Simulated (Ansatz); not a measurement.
# CH5InS: up Jacob's ladder to CCSD(T)

The task here is to estimate one member of a computed series from the others.

Method: functionals in def2-TZVPP, the program's frozen cores in correlated methods; program: Ansatz 0.2.0, Gaussian basis.

Plan: LDA (SPW92), PBE-D4, revPBE-D4, BLYP-D4, r2SCAN-D4, B97M-V, PBE0-D4, B3LYP-D4, r2SCANh-D4, r2SCAN0-D4, HSE06-D4, BHLYP-D4, CAM-B3LYP-D4, LC-ωPBE, ωB97X-V, ωB97M-V, B2PLYP, PBE-QIDH; CCSD(T)/def2-SVP; CCSD(T)/def2-TZVPP; MP2/def2-QZVPP; extrapolation to the limit; RPA on PBE.

1 further run of the same task is left out (it didn't finish).

## The geometry

All runs share one geometry, relaxed beforehand with PBE0-D4 in a triple-zeta def2 set. In takes the def2 core potential; no spin-orbit term is included.

SMILES `C[S][InH2]`, 8 atoms, charge 0, spin multiplicity 1.

Atoms are counted from 1 here; the program's logs count them from 0.

Bond lengths: C1–S2 1.820 Å, C1–H4 1.090 Å, C1–H5 1.090 Å, C1–H6 1.090 Å, S2–In3 2.375 Å, In3–H7 1.718 Å, In3–H8 1.710 Å. Angles: S2–C1–H4 108.9°, S2–C1–H5 112.0°, S2–C1–H6 108.9°, H4–C1–H5 109.0°, H4–C1–H6 109.0°, H5–C1–H6 109.0°, C1–S2–In3 103.3°, S2–In3–H7 113.6°, S2–In3–H8 116.4°, H7–In3–H8 130.0°.

Set-up of the first run:

Contents of in.yaml:

```yaml
crystal:
  periodic: [false, false, false]
  atoms:
    - {symbol: C, position_ang: [-0.722948, 1.148112, -0.514464]}
    - {symbol: S, position_ang: [-1.147560, -0.224169, 0.603249]}
    - {symbol: In, position_ang: [0.857848, -1.492500, 0.700323]}
    - {symbol: H, position_ang: [-1.389865, 1.121430, -1.376009]}
    - {symbol: H, position_ang: [0.308002, 1.087768, -0.862385]}
    - {symbol: H, position_ang: [-0.863627, 2.090311, 0.014808]}
    - {symbol: H, position_ang: [2.132915, -0.838762, -0.248066]}
    - {symbol: H, position_ang: [0.825245, -2.892190, 1.682535]}
basis:
  gaussian: {orbitals: def2-TZVPP}
hamiltonian: {xc: lda}
output: {orbitals: {seedname: orbitals}}
```

Steps of the session up to this table: LDA; PBE-D4 (GGA); revPBE-D4 (GGA); BLYP-D4 (GGA); r2SCAN-D4 (meta-GGA); B97M-V (meta-GGA); PBE0-D4 (hybrid); B3LYP-D4 (hybrid); r2SCANh-D4 (hybrid); r2SCAN0-D4 (hybrid); HSE06-D4 (hybrid); BHLYP-D4 (hybrid); CAM-B3LYP-D4 (range-separated); LC-ωPBE (range-separated); ωB97X-V (range-separated); ωB97M-V (range-separated); B2PLYP (double hybrid); PBE-QIDH (double hybrid).

One of the session's tables, all rows but one given; the rest of the session is left out.

It belongs to the step «Orbital energies across the functionals». 

| functional | HOMO (eV) | LUMO (eV) | gap (eV) |
| --- | --- | --- | --- |
| LDA (SPW92) | -5.88 | -2.50 | 3.38 |
| PBE-D4 | -5.74 | -2.25 | 3.49 |
| revPBE-D4 | -5.68 | -2.14 | 3.54 |
| BLYP-D4 | -5.60 | -2.21 | 3.39 |
| r2SCAN-D4 | -5.95 | -2.00 | 3.95 |
| B97M-V | -6.05 | -2.26 | 3.79 |
| PBE0-D4 | -6.83 | -1.57 | 5.27 |
| B3LYP-D4 | -6.63 | -1.83 | 4.80 |
| r2SCANh-D4 | -6.36 | -1.76 | 4.60 |
| r2SCAN0-D4 | ? | ? | ? |
| HSE06-D4 | -6.44 | -1.92 | 4.51 |
| BHLYP-D4 | -7.82 | -0.94 | 6.88 |
| CAM-B3LYP-D4 | -8.11 | -0.78 | 7.33 |
| LC-ωPBE | -9.45 | 0.28 | 9.72 |
| ωB97X-V | -9.12 | 0.16 | 9.27 |
| ωB97M-V | -8.98 | -0.11 | 8.87 |

Q: Estimate the row for r2SCAN0-D4 from the others.

Worked estimate for «HOMO (eV)». Against the share of exact exchange, r2SCAN-D4 (0, -5.95), r2SCANh-D4 (0.1, -6.36) give a slope of -4.10 per unit share; at 0.25 the line stands at -6.97.

As computed: HOMO (eV): -6.98; LUMO (eV): -1.41; gap (eV): 5.57. In «HOMO (eV)» the line misses by +0.01.
